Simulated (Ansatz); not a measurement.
# PbO (Litharge): the cost of one run

Program: Ansatz 0.2.0, driven from Python. Level of theory: DFT r2SCAN, plane waves, PAW. These are calculated values, not measurements.

The COD entry's cell or inner coordinates are ideal or old and differ from later refinements, so a difference from it is no clean test against experiment.

**1. The structure**

The structure is tetragonal, space group P4/nmm (No. 129). The conventional cell has a = 3.990 Å, b = 3.990 Å, c = 5.010 Å, α = 90.00°, β = 90.00°, γ = 90.00°. Pb (site symmetry 4mm) has 4 O at 2.33 Å as nearest neighbours. Around O (site symmetry -4m2) lie 4 Pb at 2.33 Å.

The script holds or builds the structure itself.

**2. Script**

eos.py reads:

```python
"""Bulk modulus of PbO from an E(V) curve."""

import warnings

import ansatz as az
from ase.eos import EquationOfState
from ase.units import GPa
import numpy as np

vectors0 = np.array([
    [3.99, 0.0, 0.0],
    [0.0, 3.99, 0.0],
    [0.0, 0.0, 5.01],
])
sites = [
    ("Pb", (0.0, 0.5, 0.24)),
    ("Pb", (0.5, 0.0, 0.76)),
    ("O", (0.0, 0.0, 0.0)),
    ("O", (0.5, 0.5, 0.0)),
]


def on_lattice(cell):
    crystal = az.Crystal(lattice=az.Lattice.of(cell))
    for symbol, position in sites:
        crystal = crystal.atom(symbol, position)
    return crystal


def main() -> None:
    warnings.simplefilter("ignore", az.DeckWarning)

    # scale the volume, keep shape and fractions
    volumes, energies, pressures = [], [], []
    for scale in np.linspace(0.94, 1.06, 7):
        cell = vectors0 * scale ** (1 / 3)
        job = (
            on_lattice(cell).calculation()
            .occupations("Fixed")  # no smearing
            .functional(az.Functional.R2SCAN)
            .basis(47 * az.Ry, xc_grid=1)
            .scf(self_checks="high")
            .kpoints(4, 4, 4)
            .stress()
        )
        summary = job.run(threads=1, backend="cpu").report
        volumes.append(abs(np.linalg.det(cell)) / len(sites))
        energies.append(summary["free_energy_ev"] / len(sites))
        pressures.append(np.trace(summary["stress_gpa"]) / 3)
        print(f"V = {volumes[-1]:8.4f} A^3/atom  F = {energies[-1]:.5f} eV/atom  P = {pressures[-1]:8.3f} GPa")

    eos = EquationOfState(volumes, energies, eos="birchmurnaghan")
    v0, e0, bulk = eos.fit()
    print(f"V0 = {v0:.4f} A^3/atom, E0 = {e0:.5f} eV/atom, B = {bulk / GPa:.1f} GPa")
    eos.plot("eos.png")


if __name__ == "__main__":
    main()
```

**3. What the engine is handed**

The engine receives this input (first run):

```yaml
crystal:
  lattice:
    - [3.9085485737750907, 0.0, 0.0]
    - [0.0, 3.9085485737750907, 0.0]
    - [0.0, 0.0, 4.907726404664963]
  atoms:
    - { symbol: Pb, position: [0.0, 0.5, 0.24] }
    - { symbol: Pb, position: [0.5, 0.0, 0.76] }
    - { symbol: O, position: [0.0, 0.0, 0.0] }
    - { symbol: O, position: [0.5, 0.5, 0.0] }
basis:
  ecutwfc: 639.467576780718
  xc_grid: 1
kpoints:
  mp_grid:
    grid: [4, 4, 4]
hamiltonian:
  xc: r2scan
scf:
  self_checks: high
  occupations:
    method: fixed
output:
  stress: true
```

**4. Launch**

Started as:

```
python eos.py
```

What time and memory should one allow on 1 thread of Arm Neoverse V1, shared host?

About 69 s, with a peak of 0.47 GiB.
